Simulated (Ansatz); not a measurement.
**CH₆AlBS: one species, many methods**

One table from this session's results is given with a row withheld; the runs are named, their logs left out.

Computed with Ansatz 0.2.0, Gaussian basis. Level: functionals in def2-TZVPP, the program's frozen cores in correlated methods.

Plan: LDA (SPW92), PBE-D4, revPBE-D4, BLYP-D4, r2SCAN-D4, B97M-V, PBE0-D4, B3LYP-D4, r2SCANh-D4, r2SCAN0-D4, HSE06-D4, BHLYP-D4, CAM-B3LYP-D4, LC-ωPBE, ωB97X-V, ωB97M-V, B2PLYP, PBE-QIDH; CCSD(T)/def2-SVP; CCSD(T)/def2-TZVPP; MP2/def2-QZVPP; extrapolation to the limit; RPA on PBE.

## Structure used throughout

All runs share one geometry, relaxed beforehand with PBE0-D4 in a triple-zeta def2 set.

SMILES `[CH3][AlH][BH]S`, 10 atoms, charge 0, spin multiplicity 1.

Atoms are counted from 1 here; the program's logs count them from 0.

Bond lengths: C1–Al2 1.958 Å, C1–H5 1.096 Å, C1–H6 1.095 Å, C1–H7 1.092 Å, Al2–B3 2.117 Å, Al2–H8 1.597 Å, B3–S4 1.769 Å, B3–H9 1.201 Å, S4–H10 1.346 Å. Angles: Al2–C1–H5 110.0°, Al2–C1–H6 110.8°, Al2–C1–H7 113.8°, H5–C1–H6 106.1°, H5–C1–H7 107.7°, H6–C1–H7 108.2°, C1–Al2–B3 122.5°, C1–Al2–H8 117.9°, B3–Al2–H8 119.7°, Al2–B3–S4 126.7°, Al2–B3–H9 123.9°, S4–B3–H9 109.5°, B3–S4–H10 102.3°.

The first run:

Contents of in.yaml:

```yaml
crystal:
  periodic: [false, false, false]
  atoms:
    - {symbol: C, position_ang: [-1.000019, 1.553491, -0.003023]}
    - {symbol: Al, position_ang: [0.650643, 0.507866, -0.120708]}
    - {symbol: B, position_ang: [0.821213, -1.440550, 0.688763]}
    - {symbol: S, position_ang: [0.454102, -2.962888, -0.134711]}
    - {symbol: H, position_ang: [-1.415034, 1.712236, -1.005198]}
    - {symbol: H, position_ang: [-0.799946, 2.550186, 0.404208]}
    - {symbol: H, position_ang: [-1.774777, 1.085244, 0.607515]}
    - {symbol: H, position_ang: [1.891840, 1.156053, -0.888545]}
    - {symbol: H, position_ang: [1.184321, -1.669905, 1.809837]}
    - {symbol: H, position_ang: [0.070961, -2.542935, -1.355239]}
basis:
  gaussian: {orbitals: def2-TZVPP}
hamiltonian: {xc: lda}
output: {orbitals: {seedname: orbitals}}
```

Launch:

```sh
ansatz run in.yaml --threads 2 --pin off --events-out ev --progress --plain --max-ram 4352MiB
```

Among the steps run: LDA; PBE-D4 (GGA); revPBE-D4 (GGA); BLYP-D4 (GGA); r2SCAN-D4 (meta-GGA); B97M-V (meta-GGA); B3LYP-D4 (hybrid); r2SCANh-D4 (hybrid); r2SCAN0-D4 (hybrid); HSE06-D4 (hybrid); BHLYP-D4 (hybrid); CAM-B3LYP-D4 (range-separated); LC-ωPBE (range-separated); ωB97X-V (range-separated); ωB97M-V (range-separated); B2PLYP (double hybrid); PBE-QIDH (double hybrid).

One table of the session follows, with a row left open; its other results are not shown here.

It belongs to the step «Orbital energies across the functionals». 

| functional | HOMO (eV) | LUMO (eV) | gap (eV) |
| --- | --- | --- | --- |
| LDA (SPW92) | -6.05 | -2.70 | 3.35 |
| PBE-D4 | -5.97 | -2.48 | 3.50 |
| revPBE-D4 | -5.94 | -2.39 | 3.55 |
| BLYP-D4 | -5.86 | -2.27 | 3.58 |
| r2SCAN-D4 | -6.22 | -2.24 | 3.98 |
| B97M-V | ? | ? | ? |
| PBE0-D4 | -7.14 | -1.58 | 5.55 |
| B3LYP-D4 | -6.95 | -1.73 | 5.22 |
| r2SCANh-D4 | -6.65 | -1.92 | 4.72 |
| r2SCAN0-D4 | -7.29 | -1.45 | 5.84 |
| HSE06-D4 | -6.74 | -1.96 | 4.78 |
| BHLYP-D4 | -8.23 | -0.59 | 7.64 |
| CAM-B3LYP-D4 | -8.47 | -0.46 | 8.01 |
| LC-ωPBE | -9.80 | 0.61 | 10.41 |
| ωB97X-V | -9.45 | 0.52 | 9.97 |
| ωB97M-V | -9.24 | 0.23 | 9.47 |

Q: Estimate the row for B97M-V from the others.

The run gave: HOMO (eV): -6.26; LUMO (eV): -2.30; gap (eV): 3.96. In the column «HOMO (eV)» it lies between r2SCANh-D4 (-6.65) and r2SCAN-D4 (-6.22).
